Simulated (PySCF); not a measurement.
# DyH4 (Dy(H)4-): the cost of one run

Program: PySCF 2.14.0. Level of theory: several levels, as the steps say, no spin–orbit coupling. These are calculated values, not measurements.

1 further run of the same task is left out (for a known fault of the program).

## 1. Starting geometry

5 atoms, charge -1, spin multiplicity 1.

Bond lengths: Dy1–H2 2.089 Å, Dy1–H3 2.089 Å, Dy1–H4 2.089 Å, Dy1–H5 2.089 Å. Angles: H2–Dy1–H3 109.5°, H2–Dy1–H4 109.5°, H2–Dy1–H5 109.5°, H3–Dy1–H4 109.5°, H3–Dy1–H5 109.5°, H4–Dy1–H5 109.5°.

Coordinates:

```xyz
5
charge -1, multiplicity 1
Dy    0.0000    0.0000    0.0000
H     1.2061    1.2061    1.2061
H    -1.2061   -1.2061    1.2061
H     1.2061   -1.2061   -1.2061
H    -1.2061    1.2061   -1.2061
```

Formal oxidation states: Dy +3. Each metal's 9 4f electrons lie in its core potential, so multiplicities, spins and levels count the valence alone. An earlier session relaxed this geometry at PBE0, Dy lcecp-1-SVP with ECP55, H def2-SVP (singlet, point group Td).

At PBE0 on the finer grid: E = -39.422075 Eh, HOMO -2.09 eV, LUMO 4.06 eV, Mulliken charge on Dy1 +0.23 e, largest force component 0.002 eV/Å. 

Levels to run: revPBE; TPSSh; PBE0, TZVP. Hardware: 2 threads of Arm Neoverse V1, shared host.

## 2. revPBE

The input, run.py (the lines that set the calculation):

```python
mol = gto.M(atom='''
Dy     0.00000     0.00000     0.00000
H      1.20605     1.20605     1.20605
H     -1.20605    -1.20605     1.20605
H      1.20605    -1.20605    -1.20605
H     -1.20605     1.20605    -1.20605''',
    basis={'Dy': 'lcecp-1-SVP', 'H': 'def2-SVP'},
    ecp={'Dy': 'lcecp-1-SVP'},
    charge=-1, spin=0)
mf = dft.RKS(mol, xc='PBE_R,PBE')
mf.grids.atom_grid = (75, 302)  # f atoms: unpruned, at least (60, 302)
mf = mf.density_fit()  # fitting sets: Dy AutoAux, H def2-universal-JKFIT
mf.conv_tol = 1e-08; mf.max_cycle = 55
mf.kernel(dm0)  # dm0: the density of the relaxed state
```

The run is started by

```
> OMP_NUM_THREADS=2 python run.py
```

**Question.** How long does this run take on 2 threads of Arm Neoverse V1, shared host?

About 1.6 s.
